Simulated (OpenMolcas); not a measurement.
**triplet H2, step by step**

We compute the energy (UHF/6-31G**), then the energy (CASSCF(2,2)/6-31G**), then the energy (CASPT2(2,2)/6-31G**), then the energy (SC-NEVPT2(2,2)/6-31G**), then the energy (MRCI(2,2)/6-31G**) of triplet H2. 

Program for the calculation: OpenMolcas 26.06.

### 1 The structure to begin with

The species is H2 (2 atoms), meant as a triplet with charge 0. SMILES of the parent species: `[H][H]`. The coordinates come from a PBE0-D4/def2-TZVP relaxation. That shape belongs to the parent species and isn't relaxed for this state.

Bond lengths: H1–H2 0.746 Å.

### 2 The energy at UHF/6-31G(d,p) (spherical functions) (run 1)

Input file step1.inp:

```
* H2 Hartree-Fock
&gateway
baslib = $CurrDir
coord
2
angstrom
H        0.319300      -0.099200       0.165500
H       -0.319300       0.099200      -0.165500
basis = 6-31Gss
group = NoSym
&seward
&scf
uhf
spin = 3
scramble = 0.25
prorbitals = 1 1
```

The basis set 6-31G** is read from a file made from the Basis Set Exchange's data (not shown).

Command:

```bash
$ export MOLCAS_MEM=1860
$ pymolcas step1.inp > step1.log
```

The log of the run:

```text
--- Start Module: gateway ---
[...]
--- Stop Module: gateway /rc=_RC_ALL_IS_WELL_ ---
--- Start Module: seward ---
[...]
      Basis functions           10
--- Stop Module: seward /rc=_RC_ALL_IS_WELL_ ---
--- Start Module: scf ---
[...]
       Convergence after  10 Iterations
[...]
::    Total SCF energy                                 -0.7632564950
[...]
      Total spin, S                                     1.0000000000
[...]
      Total electronic charge=    2.000000
      Total            charge=   -0.000000
[...]
      Dipole Moment (debye):
      Origin of the operator (angstrom)=   -0.0000    0.0000   -0.0000
                   X=  2.9743E-08               Y= -9.2786E-09               Z=  1.5581E-08           Total=  3.4835E-08
      Quadrupole Moment (debye*angstrom):
[...]
--- Stop Module: scf /rc=_RC_ALL_IS_WELL_ ---
[...]
```

Wall time 1.4 s (1 thread of Arm Neoverse V2, shared host); peak memory 0.37 GiB.

### 3 The energy at CASSCF(2,2)/6-31G(d,p) (spherical functions) (run 2)

Input file step2.inp:

```
* H2 CASSCF
>>> EXPORT MOLCAS_PRINT=2
&GATEWAY
BASLIB
$CurrDir
COORD
2
angstrom
H        0.319300      -0.099200       0.165500
H       -0.319300       0.099200      -0.165500
BASIS
6-31Gss
GROUP
NoSym
&SEWARD
&RASSCF
FILEORB
$CurrDir/step1.UnaOrb
SPIN
3
NACTEL
2 0 0
INACTIVE
0
RAS2
2
ORBLISTING
Nothing
ORBAPPEAR
Compact
```

The basis set 6-31G** is read from a file made from the Basis Set Exchange's data (not shown).

Command:

```bash
$ export MOLCAS_MEM=1860
$ pymolcas step2.inp > step2.log
```

The log of the run:

```text
--- Start Module: gateway ---
[...]
--- Stop Module: gateway /rc=_RC_ALL_IS_WELL_ ---
--- Start Module: seward ---
[...]
      Basis functions           10
--- Stop Module: seward /rc=_RC_ALL_IS_WELL_ ---
--- Start Module: rasscf ---
[...]
      Number of active orbitals                  2
[...]
      Spin quantum number                      1.0
[...]
      Active orbitals                            2
[...]
      Number of CSFs                             1
[...]
      Number of root(s) required                 1
[...]
      Convergence after  5 iterations
[...]
      printout of CI-coefficients larger than  0.05 for root  1
      energy=      -0.763256
      conf/sym  11     Coeff  Weight
             1  uu   1.00000 1.00000
      Natural orbitals and occupation numbers for root  1
      sym 1:   1.000000   1.000000
      ************************************************************************************************************************
      *                                                    Final results                                                     *
[...]
::    RASSCF root number  1 Total energy:     -0.76325649
[...]
      Total electronic charge=    2.000000
      Total            charge=   -0.000000
[...]
      Dipole Moment (debye):
      Origin of the operator (angstrom)=   -0.0000    0.0000   -0.0000
                   X=  3.1059E-06               Y= -9.6494E-07               Z=  1.6100E-06           Total=  3.6290E-06
      Quadrupole Moment (debye*angstrom):
[...]
--- Stop Module: rasscf /rc=_RC_ALL_IS_WELL_ ---
[...]
```

It took 1.4 s on 1 thread of Arm Neoverse V2, shared host; peak memory 0.37 GiB.

### 4 The energy at CASPT2(2,2)/6-31G(d,p) (spherical functions) (run 3)

Input file step3.inp:

```
* H2 CASPT2
&GATEWAY
BasLib=$CurrDir
Coord
2
angstrom
H        0.319300      -0.099200       0.165500
H       -0.319300       0.099200      -0.165500
Basis=6-31Gss
Group=NoSym
&SEWARD
&RASSCF
FileOrb=$CurrDir/step2.RasOrb
Spin=3
Nactel=2 0 0
Inactive=0
Ras2=2
OrbListing=Nothing
OrbAppear=Compact
&CASPT2
Imaginary=0.1
Frozen=0
```

The basis set 6-31G** is read from a file made from the Basis Set Exchange's data (not shown).

Command:

```bash
$ export MOLCAS_MEM=1860
$ pymolcas step3.inp > step3.log
```

The log of the run:

```text
--- Start Module: gateway ---
[...]
--- Stop Module: gateway /rc=_RC_ALL_IS_WELL_ ---
[...]
      Basis functions           10
[...]
--- Start Module: rasscf ---
[...]
      Number of active orbitals                  2
[...]
      Spin quantum number                      1.0
[...]
      Active orbitals                            2
[...]
      Number of CSFs                             1
[...]
      Number of root(s) required                 1
[...]
      Convergence after  4 iterations
[...]
      printout of CI-coefficients larger than  0.05 for root  1
      energy=      -0.763256
      conf/sym  11     Coeff  Weight
             1  uu   1.00000 1.00000
      Natural orbitals and occupation numbers for root  1
      sym 1:   1.000000   1.000000
      ************************************************************************************************************************
      *                                                    Final results                                                     *
[...]
::    RASSCF root number  1 Total energy:     -0.76325649
[...]
      Total electronic charge=    2.000000
      Total            charge=   -0.000000
[...]
      Dipole Moment (debye):
      Origin of the operator (angstrom)=   -0.0000    0.0000   -0.0000
                   X=  3.6158E-07               Y= -1.1234E-07               Z=  1.8742E-07           Total=  4.2247E-07
      Quadrupole Moment (debye*angstrom):
[...]
--- Stop Module: rasscf /rc=_RC_ALL_IS_WELL_ ---
--- Start Module: caspt2 ---
[...]
 ###    WARNING: User changed nr of frozen orbitals.                         ###
 ###############################################################################
[...]
      E2 (Variational):          -0.0027217411
      Total energy:              -0.7659782360
[...]
      Reference weight:           0.99919
[...]
::    CASPT2 Root  1     Total energy:     -0.76597824
[...]
--- Stop Module: caspt2 /rc=_RC_ALL_IS_WELL_ ---
[...]
```

Wall time 1.4 s (1 thread of Arm Neoverse V2, shared host); peak memory 0.37 GiB.

### 5 A single-point energy at SC-NEVPT2(2,2)/6-31G(d,p) (spherical functions) (run 4)

Input file step4.input:

```
>>> EXPORT MOLCAS_PRINT=2

&GATEWAY
  BasLib = $CurrDir
  Coord
  2
  angstrom
  H        0.319300      -0.099200       0.165500
  H       -0.319300       0.099200      -0.165500
  Basis = 6-31Gss
  Group = NoSym

&SEWARD

&RASSCF
  FileOrb = $CurrDir/step2.RasOrb
  Spin = 3
  Nactel = 2 0 0
  Inactive = 0
  Ras2 = 2
  OrbListing = Nothing
  OrbAppear = Compact

&CASPT2
  SC-NEVPT2
  Frozen = 0
```

The basis set 6-31G** is read from a file made from the Basis Set Exchange's data (not shown).

Command:

```bash
$ export MOLCAS_MEM=1860
$ pymolcas step4.input > step4.log
```

The log of the run:

```text
--- Start Module: gateway ---

                                              &GATEWAY

                       available to each process: 1.9 GB of memory, 1 thread

 Basis Set     1 Label: H.6-31GSS
 Basis set is read from library:.
 basistype.tbl is not found

++    Symmetry information:
      ---------------------

                    Character Table for C1

                             E
                    a        1  x, y, xy, Rz, z, xz, Ry, yz, Rx, I
--

++    Basis set information:
      ----------------------

      Basis set label: H.6-31GSS.........

      Electronic valence basis set:
      ------------------
      Associated Effective Charge   1.000000 au
      Associated Actual Charge      1.000000 au
      Nuclear Model: Point charge

[... 134 lines left out ...]
                                         RASSCF iterations: Energy and convergence statistics
[... 19 lines left out ...]
      printout of CI-coefficients larger than  0.05 for root  1
[... 4 lines left out ...]
      Natural orbitals and occupation numbers for root  1
[... 10 lines left out ...]
      RASSCF energy for state  1                     -0.76325649
[... 13 lines left out ...]
      Von Neumann Entropy (Root   1) =  1.00000
[... 57 lines left out ...]
      Spin density orbitals for root   1 are written to the SPDORB.1 file
[... 74 lines left out ...]
 Compute H0 matrices for state    1
[... 4 lines left out ...]
********************************************************************************
  NEVPT2 EQUATION SOLUTION
--------------------------------------------------------------------------------
 ###############################################################################
 ###    Location: AixRd                                                      ###
 ###    File: LUCIEX                                                         ###
 ###    Premature abort while reading buffer from disk                       ###
 ###    End of file reached                                                  ###
 ###############################################################################

--- Stop Module: caspt2 /rc=-6 ---

.########################.
.# Non-zero return code #.
.########################.

    Timing: Wall=1.23 User=0.96 System=0.26
```

Run time: 1.4 s. Hardware: 1 thread of Arm Neoverse V2, shared host; peak memory 0.37 GiB.

The run ended with an error.

### 6 The energy at MRCI(2,2)/6-31G(d,p) (spherical functions) (run 5)

Input file step5.input:

```
* H2 MRCI

&GATEWAY
  BasLib = $CurrDir
  Coord
  2
  angstrom
  H        0.319300      -0.099200       0.165500
  H       -0.319300       0.099200      -0.165500
  Basis = 6-31Gss
  Group = NoSym

&SEWARD

&RASSCF
  FileOrb = $CurrDir/step2.RasOrb
  Spin = 3
  Nactel = 2 0 0
  Inactive = 0
  Ras2 = 2
  OrbListing = Nothing
  OrbAppear = Compact

&MOTRA
  LumOrb
  Frozen = 0

&GUGA
  Electrons = 2
  Spin = 3
  Inactive = 0
  Active = 2
  CIAll = 1

&MRCI
  SDCI
```

The basis set 6-31G** is read from a file made from the Basis Set Exchange's data (not shown).

Command:

```bash
$ export MOLCAS_MEM=1860
$ pymolcas step5.input > step5.log
```

The log of the run:

```text
--- Start Module: gateway ---
[...]
--- Stop Module: gateway /rc=_RC_ALL_IS_WELL_ ---
[...]
      Basis functions           10
[...]
      Number of active orbitals                  2
[...]
      Spin quantum number                      1.0
[...]
      Active orbitals                            2
[...]
      Number of CSFs                             1
[...]
      Number of root(s) required                 1
[...]
      Convergence after  4 iterations
[...]
      printout of CI-coefficients larger than  0.05 for root  1
      energy=      -0.763256
      conf/sym  11     Coeff  Weight
             1  uu   1.00000 1.00000
      Natural orbitals and occupation numbers for root  1
      sym 1:   1.000000   1.000000
      ************************************************************************************************************************
      *                                                    Final results                                                     *
[...]
::    RASSCF root number  1 Total energy:     -0.76325649
[...]
      Dipole Moment (debye):
      Origin of the operator (angstrom)=   -0.0000    0.0000   -0.0000
                   X=  3.6158E-07               Y= -1.1234E-07               Z=  1.8742E-07           Total=  4.2247E-07
      Quadrupole Moment (debye*angstrom):
[...]
      *** WARNING: Default frozen orbitals is overwritten by user input.
      *** Default values:   0
[...]
--- Start Module: guga ---
[...]
--- Stop Module: guga /rc=_RC_ALL_IS_WELL_ ---
--- Start Module: mrci ---
[...]
       (But an ACPF correction will be computed)
       USE THE DEFAULT ACPF G-VALUE GFAC=   1.0000000000000000
[...]
                      CI ENERGY:    -0.76662661
[...]
                ACPF CORRECTION:    -0.00000000
[...]
      Total electronic charge=    2.000000
      Total            charge=   -0.000000
[...]
     ACPF CORRECTION:     -0.00000000
[...]
  CI State   1     Total energy:     -0.76662661     QDav:     -0.00000435     QACPF:     -0.00000000
[...]
--- Stop Module: mrci /rc=_RC_ALL_IS_WELL_ ---
[...]
```

Wall time 1.5 s (1 thread of Arm Neoverse V2, shared host); peak memory 0.37 GiB.

### 7 What came out

```
                                                  quantity                value
                          run 1, UHF/6-31G**: total energy          -0.76326 Eh
                         run 1, UHF/6-31G**: dipole moment               0.00 D
    run 1, UHF/6-31G**: HOMO energy (highest over α and β)             -5.52 eV
                                  run 1, UHF/6-31G**: ⟨S²⟩                2.000
                  run 2, CASSCF(2,2)/6-31G**: total energy          -0.76326 Eh
run 2, CASSCF(2,2)/6-31G**: dipole moment (CASSCF density)               0.00 D
                  run 3, CASPT2(2,2)/6-31G**: total energy          -0.76598 Eh
run 3, CASPT2(2,2)/6-31G**: dipole moment (CASSCF density)               0.00 D
                    run 5, MRCI(2,2)/6-31G**: total energy          -0.76663 Eh
  run 5, MRCI(2,2)/6-31G**: dipole moment (CASSCF density)               0.00 D
                             run 4, SC-NEVPT2(2,2)/6-31G**  no result (crashed)
```

What this shows: 1 of the 5 runs did not end normally.
